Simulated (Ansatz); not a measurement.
# C3H7GeN: a ladder of functionals and wavefunction methods

One table from this session's results is given with a row withheld; the runs are named, their logs left out.

The runs use Ansatz 0.2.0, Gaussian basis; functionals in def2-TZVPP, the program's frozen cores in correlated methods.

Plan: PBE-D4, r2SCAN-D4, PBE0-D4, B3LYP-D4, ωB97X-V, ωB97M-V, B2PLYP; CCSD(T)/def2-TZVPP; MP2/def2-QZVPP; extrapolation to the limit.

### The geometry

An earlier PBE0-D4 in a triple-zeta def2 set relaxation fixed the geometry.

SMILES `C=N[C](=C)[GeH3]`, 12 atoms, charge 0, spin multiplicity 1.

Atoms are counted from 1 here; the program's logs count them from 0.

Bond lengths: C1–N2 1.264 Å, C1–H6 1.088 Å, C1–H7 1.098 Å, N2–C3 1.401 Å, C3–C4 1.335 Å, C3–Ge5 1.969 Å, C4–H8 1.083 Å, C4–H9 1.086 Å, Ge5–H10 1.535 Å, Ge5–H11 1.539 Å, Ge5–H12 1.539 Å. Angles: N2–C1–H6 119.0°, N2–C1–H7 124.0°, H6–C1–H7 117.0°, C1–N2–C3 119.9°, N2–C3–C4 117.3°, N2–C3–Ge5 123.6°, C4–C3–Ge5 119.0°, C3–C4–H8 121.9°, C3–C4–H9 119.9°, H8–C4–H9 118.2°, C3–Ge5–H10 107.0°, C3–Ge5–H11 111.5°, C3–Ge5–H12 111.5°, H10–Ge5–H11 109.5°, H10–Ge5–H12 109.4°, H11–Ge5–H12 107.9°.

Set-up of the first run:

in.yaml

```yaml
crystal:
  periodic: [false, false, false]
  atoms:
    - {symbol: C, position_ang: [-0.521985, 1.970177, -0.045480]}
    - {symbol: N, position_ang: [-1.086501, 0.934911, 0.410399]}
    - {symbol: C, position_ang: [-0.460337, -0.312690, 0.292113]}
    - {symbol: C, position_ang: [-1.100580, -1.370206, 0.795045]}
    - {symbol: Ge, position_ang: [1.291256, -0.576444, -0.566745]}
    - {symbol: H, position_ang: [-1.022523, 2.931071, 0.055129]}
    - {symbol: H, position_ang: [0.455651, 1.967433, -0.544579]}
    - {symbol: H, position_ang: [-0.684070, -2.368583, 0.744290]}
    - {symbol: H, position_ang: [-2.067222, -1.240330, 1.271841]}
    - {symbol: H, position_ang: [1.608455, -2.075964, -0.487325]}
    - {symbol: H, position_ang: [1.268635, -0.134229, -2.040868]}
    - {symbol: H, position_ang: [2.396323, 0.219852, 0.150279]}
basis:
  gaussian: {orbitals: def2-TZVPP}
hamiltonian: {xc: pbe, dispersion: d4}
output: {forces: true, orbitals: {seedname: orbitals}}
```

Command:

```bash
$ ansatz run in.yaml --threads 4 --pin off --events-out ev --progress --plain --max-ram 10444MiB
```

Among the steps run: PBE-D4 (GGA); r2SCAN-D4 (meta-GGA); PBE0-D4 (hybrid); B3LYP-D4 (hybrid); ωB97X-V (range-separated); ωB97M-V (range-separated); B2PLYP (double hybrid); CCSD(T) in def2-TZVPP; MP2 in def2-QZVPP.

One table of the session follows, with a row left open; its other results are not shown here.

| method | atomisation energy (kJ/mol) |
| --- | --- |
| PBE-D4 | 4553.2 |
| r2SCAN-D4 | 4445.4 |
| PBE0-D4 | 4458.2 |
| B3LYP-D4 | 4450.7 |
| ωB97X-V | 4448.6 |
| ωB97M-V | 4437.7 |
| B2PLYP | 4397.5 |
| HF/def2-TZVPP | 3145.0 |
| MP2/def2-TZVPP | 4381.7 |
| CCSD/def2-TZVPP | ? |
| CCSD(T)/def2-TZVPP | 4333.9 |
| MP2/CBS | 4487.5 |
| CCSD(T)/CBS | 4439.6 |

Q: Estimate the row for CCSD/def2-TZVPP from the others.

As computed: atomisation energy (kJ/mol): 4254.5. In the column «atomisation energy (kJ/mol)» it lies between HF/def2-TZVPP (3145.0) and CCSD(T)/def2-TZVPP (4333.9).

Limits of these values: Free atoms (3 C, 1 N, 1 Ge, 7 H) were run apart at each level; the atomisation energy is their sum less the molecule, without zero-point or spin-orbit terms.
